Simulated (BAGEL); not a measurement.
# GeN2H4 (SMILES [NH2][Ge][NH2]) at HF/STO-3G (density fitting with qzvpp-jkfit)

Aim: the energy change on altering one bond length of GeN2H4 at HF/STO-3G (density fitting with qzvpp-jkfit), from 2 runs. 

Program for the calculation: BAGEL 1.2.2.

5 further runs of the same task are left out: 4 that didn't finish, 1 set aside as unsound or not needed.

## 1. The molecule

GeN2H4: 7 atoms, total charge 0, spin state singlet. As SMILES, `[NH2][Ge][NH2]`. The shape is that of a PBE0-D4/def2-TZVP optimisation. This is one conformer, not always the lowest.

Bond lengths: N1–Ge2 1.827 Å, Ge2–N3 1.827 Å, N1–H4 1.006 Å, N1–H5 1.008 Å, N3–H6 1.008 Å, N3–H7 1.006 Å. Angles: N1–Ge2–N3 97.3°, Ge2–N1–H4 120.9°, Ge2–N1–H5 126.9°, Ge2–N3–H6 126.9°, Ge2–N3–H7 120.9°, H4–N1–H5 112.3°, H6–N3–H7 112.3°.

## 2. A single-point energy at HF/STO-3G (density fitting with qzvpp-jkfit)

input.json reads:

```json
{ "bagel": [

{
  "title": "molecule",
  "basis": "sto-3g",
  "df_basis": "qzvpp-jkfit",
  "angstrom": true,
  "geometry": [
    { "atom": "N", "xyz": [      -1.179700,       0.092100,      -0.683900 ] },
    { "atom": "Ge", "xyz": [      -0.069700,      -1.237600,      -0.102500 ] },
    { "atom": "N", "xyz": [       1.194700,      -0.165000,       0.665000 ] },
    { "atom": "H", "xyz": [      -2.029900,      -0.124000,      -1.176400 ] },
    { "atom": "H", "xyz": [      -1.047800,       1.084700,      -0.566600 ] },
    { "atom": "H", "xyz": [       1.191600,       0.842500,       0.702200 ] },
    { "atom": "H", "xyz": [       2.002000,      -0.560700,       1.116500 ] }
  ]
},

{
  "title": "hf"
},

{
  "title": "print",
  "file": "orbitals.molden",
  "orbitals": true
}

]}
```

Run with:

```
$ BAGEL_NUM_THREADS=1 BAGEL input.json > input.out
```

The program printed:

```text
* using 1 threads per process

  ===============================================================
  ===============================================================

  *** Geometry ***

  { "atom" : "N", "xyz" : [     -2.229310,      0.174044,     -1.292384 ] },
  { "atom" : "Ge", "xyz" : [     -0.131714,     -2.338725,     -0.193697 ] },
  { "atom" : "N", "xyz" : [      2.257656,     -0.311805,      1.256668 ] },
  { "atom" : "H", "xyz" : [     -3.835955,     -0.234326,     -2.223074 ] },
  { "atom" : "H", "xyz" : [     -1.980055,      2.049786,     -1.070719 ] },
  { "atom" : "H", "xyz" : [      2.251798,      1.592094,      1.326966 ] },
  { "atom" : "H", "xyz" : [      3.783232,     -1.059569,      2.109879 ] },

  Number of auxiliary basis functions:      492

  Since a DF basis is specified, we compute 2- and 3-index integrals:
    o Being stored without compression. Storage requirement is 0.004 GB

  Number of basis functions:       32
  Number of electrons      :       50

    * METHOD: MOLECULE                             0.24

  *** RHF ***

  === Nuclear Repulsion ===
   186.5224195989

      * DIIS with orbital gradients will be used.

  === RHF iteration (sto-3g) ===
      0      -2161.52939423          0.01034352           0.03
      1      -2161.56427960          0.00342035           0.03
      2      -2161.56827742          0.00069352           0.03
      3      -2161.56865526          0.00018795           0.03
      4      -2161.56868793          0.00003226           0.03
      5      -2161.56868876          0.00000484           0.03
      6      -2161.56868877          0.00000134           0.03
      7      -2161.56868878          0.00000033           0.03
      8      -2161.56868878          0.00000011           0.03
      9      -2161.56868878          0.00000003           0.03
     10      -2161.56868878          0.00000001           0.03
    * SCF iteration converged.

    * Permanent dipole moment:
           (   -0.021436,    -0.358117,    -0.030502) a.u.

    * METHOD: HF                                   0.44

    * METHOD: PRINT                                0.00

  ===============================================================
```

Run time: 0.95 s. Hardware: 1 thread of Intel Xeon Platinum 8259CL at 2.50GHz (Skylake/Cascade Lake), shared host; peak memory 0.079 GiB.

## 3. The distorted shape, same level

input.json reads:

```json
{ "bagel": [

{
  "title": "molecule",
  "basis": "sto-3g",
  "df_basis": "qzvpp-jkfit",
  "angstrom": true,
  "geometry": [
    { "atom": "N", "xyz": [      -1.178150,      -0.411663,      -0.702500 ] },
    { "atom": "Ge", "xyz": [      -0.068150,      -1.741363,      -0.121100 ] },
    { "atom": "N", "xyz": [       1.196250,      -0.668763,       0.646400 ] },
    { "atom": "H", "xyz": [      -2.028350,      -0.627763,      -1.195000 ] },
    { "atom": "H", "xyz": [      -1.046250,       0.580937,      -0.585200 ] },
    { "atom": "H", "xyz": [       1.191600,       0.842500,       0.702200 ] },
    { "atom": "H", "xyz": [       2.003550,      -1.064463,       1.097900 ] }
  ]
},

{
  "title": "hf"
},

{
  "title": "print",
  "file": "orbitals.molden",
  "orbitals": true
}

]}
```

Run with:

```
$ BAGEL_NUM_THREADS=1 BAGEL input.json > input.out
```

The program printed:

```text
* using 1 threads per process

  ===============================================================
  ===============================================================

  *** Geometry ***

  { "atom" : "N", "xyz" : [     -2.226381,     -0.777930,     -1.327533 ] },
  { "atom" : "Ge", "xyz" : [     -0.128785,     -3.290699,     -0.228846 ] },
  { "atom" : "N", "xyz" : [      2.260585,     -1.263779,      1.221519 ] },
  { "atom" : "H", "xyz" : [     -3.833026,     -1.186300,     -2.258223 ] },
  { "atom" : "H", "xyz" : [     -1.977126,      1.097812,     -1.105868 ] },
  { "atom" : "H", "xyz" : [      2.251798,      1.592094,      1.326966 ] },
  { "atom" : "H", "xyz" : [      3.786161,     -2.011544,      2.074730 ] },

  Number of auxiliary basis functions:      492

  Since a DF basis is specified, we compute 2- and 3-index integrals:
    o Being stored without compression. Storage requirement is 0.004 GB

  Number of basis functions:       32
  Number of electrons      :       50

    * METHOD: MOLECULE                             0.24

  *** RHF ***

  === Nuclear Repulsion ===
   184.2028221398

      * DIIS with orbital gradients will be used.

  === RHF iteration (sto-3g) ===
      0      -2161.39520311          0.01236699           0.03
      1      -2161.43738572          0.00550595           0.03
      2      -2161.44633043          0.00110416           0.03
      3      -2161.44703363          0.00039310           0.03
      4      -2161.44713520          0.00012170           0.03
      5      -2161.44714700          0.00002325           0.03
      6      -2161.44714745          0.00000508           0.03
      7      -2161.44714747          0.00000142           0.03
      8      -2161.44714747          0.00000047           0.03
      9      -2161.44714747          0.00000022           0.03
     10      -2161.44714747          0.00000005           0.03
     11      -2161.44714747          0.00000002           0.03
     12      -2161.44714747          0.00000001           0.03
    * SCF iteration converged.

    * Permanent dipole moment:
           (    0.045128,    -0.211473,     0.013261) a.u.

    * METHOD: HF                                   0.50

    * METHOD: PRINT                                0.00

  ===============================================================
```

It took 1 s on 1 thread of Intel Xeon Platinum 8259CL at 2.50GHz (Skylake/Cascade Lake), shared host; peak memory 0.079 GiB.

## 4. Outcome

At HF/STO-3G (density fitting with qzvpp-jkfit):

```
                                                         quantity           value
                                        first shape: total energy  -2161.56869 Eh
                                       first shape: dipole moment          0.92 D
                                         first shape: HOMO energy        -6.39 eV
                                         first shape: LUMO energy         6.80 eV
                                       first shape: HOMO–LUMO gap        13.19 eV
                                    distorted shape: total energy  -2161.44715 Eh
                                   distorted shape: dipole moment          0.55 D
                                     distorted shape: HOMO energy        -6.39 eV
                                     distorted shape: LUMO energy         6.71 eV
                                   distorted shape: HOMO–LUMO gap        13.09 eV
energy change with the N3–H6 bond stretched from 1.008 to 1.512 Å        3.307 eV
```

What this shows: With the N3–H6 bond stretched from 1.008 to 1.512 Å the energy rises by 3.31 eV (319 kJ/mol). The first shape isn't relaxed at this level, so the change isn't measured from a minimum. The minimal basis adds a large error of its own.
